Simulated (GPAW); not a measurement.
SnTe3:

```
CELL_PARAMETERS angstrom
0.00000 3.86122 3.86122
3.86122 0.00000 3.86122
3.86122 3.86122 0.00000
ATOMIC_POSITIONS crystal
Te 0.50000 0.50000 0.50000
Te 0.75000 0.75000 0.75000
Te 0.25000 0.25000 0.25000
Sn 0.00000 0.00000 0.00000
```

The cell comes from a database or a generator and needn't be the stable form of this composition.

Base run:

- Program: GPAW 26.7.0
- Functional: r2SCAN
- Potentials or basis: GPAW PAW data sets (gpaw-data 1.2.1)
- Cutoff: 600 eV
- Basis: pw
- k mesh: 6 × 6 × 6
- Occupations: fermi-dirac, width 0.05 eV
- Spin: no spin polarisation

Its results: pressure -0.3 GPa.

**Question.** After a change of settings the same cell gave: pressure -3.2 GPa. Which change was it?
A. functional from r2SCAN to PBE; cutoff from 600 eV to 450 eV; k mesh from 6 × 6 × 6 to 5 × 5 × 5
B. functional from r2SCAN to PBEsol; potentials or basis from GPAW PAW data sets (gpaw-data 1.2.1) to PAW data sets generated in the run's folder for this functional
C. functional from r2SCAN to PBE
D. functional from r2SCAN to LDA; potentials or basis from GPAW PAW data sets (gpaw-data 1.2.1) to the program's PAW data sets (release 1.2.1) made for this functional

**Answer.** B.

Caveats: the PAW data sets were made with another functional, which shifts forces and pressure a little (some runs).

Not every run made on this cell is shown here.
